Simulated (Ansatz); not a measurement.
# TiPt3: further runs on the relaxed cell

The task here is to estimate one member of a computed series from the others.

Computed with Ansatz 0.2.0 (DFT PBE and PBEsol (the runs whose input is shown use PBEsol), scalar-relativistic, plane waves, PAW).

2 further runs of the same task are left out: 2 set aside as unsound or not needed.

### The structure to begin with

The structure is cubic, space group Pm-3m (No. 221). The conventional cell has a = 3.948 Å, b = 3.948 Å, c = 3.948 Å, α = 90.00°, β = 90.00°, γ = 90.00°. Ti (site symmetry m-3m) is surrounded by 12 Pt at 2.79 Å. Pt (site symmetry 4/mmm) has 4 Ti at 2.79 Å and 8 Pt at 2.79 Å as nearest neighbours.

As a file:

```cif
data_structure
_symmetry_space_group_name_H-M 'P 1'
_symmetry_Int_Tables_number 1
_cell_length_a 3.9482
_cell_length_b 3.9482
_cell_length_c 3.9482
_cell_angle_alpha 90.000
_cell_angle_beta 90.000
_cell_angle_gamma 90.000
_cell_volume 61.54
loop_
_atom_site_label
_atom_site_type_symbol
_atom_site_fract_x
_atom_site_fract_y
_atom_site_fract_z
_atom_site_occupancy
Ti1 Ti 0.00000 0.00000 0.00000 1
Pt1 Pt 0.00000 0.50000 0.50000 1
Pt2 Pt 0.50000 0.00000 0.50000 1
Pt3 Pt 0.50000 0.50000 0.00000 1
```

This cell was relaxed beforehand with the same method: volume 15.39 Å³/atom, gap on the mesh none (metal).

The first run:

The input, input.yaml:

```yaml
crystal:
  lattice:
    - [3.9481842883, 0.0, 0.0]
    - [0.0, 3.9481842883, 0.0]
    - [0.0, 0.0, 3.9481842883]
  atoms:
    - { symbol: Ti, position: [0.0, 0.0, 0.0] }
    - { symbol: Pt, position: [0.0, 0.5, 0.5] }
    - { symbol: Pt, position: [0.5, 0.0, 0.5] }
    - { symbol: Pt, position: [0.5, 0.5, 0.0] }
basis:
  ecutwfc: 420
kpoints:
  mp_grid: { grid: [10, 10, 10] }
hamiltonian:
  xc: pbesol
scf:
  occupations: { method: gaussian, width: 0.1 }
output:
  forces: true
  stress: true
  eigenvalues: true
relax:
  adjacent_minimum: "off"
  f_tol: 0.005
  max_steps: 50
  cell: { stress_tol: 0.05 }
```

On the command line:

```bash
ansatz run input.yaml --threads 1 --pin off --max-ram 2560MiB --backend cpu --events-out ev --progress --plain --runs-dir out
```

Steps of the session up to this table: Relaxing with PBEsol; Relaxing with PBE+D3(BJ); The cell under LDA; The cell under r2SCAN.

One of the session's tables, all rows but one given; the rest of the session is left out.

It belongs to the step «One structure, several functionals». 

```
functional  a (Å)  b (Å)  c (Å)  volume (Å³/atom)
       PBE  3.948  3.948  3.948             15.39
    PBEsol      ?      ?      ?                 ?
PBE+D3(BJ)  3.904  3.904  3.904             14.88
       LDA  3.873  3.873  3.873             14.52
    r2SCAN  3.921  3.921  3.921             15.07
```

Estimate the missing values for PBEsol.

**Answer.** a (Å): 3.899; b (Å): 3.899; c (Å): 3.899; volume (Å³/atom): 14.82. In the column «a (Å)» it lies between LDA (3.873) and PBE+D3(BJ) (3.904).
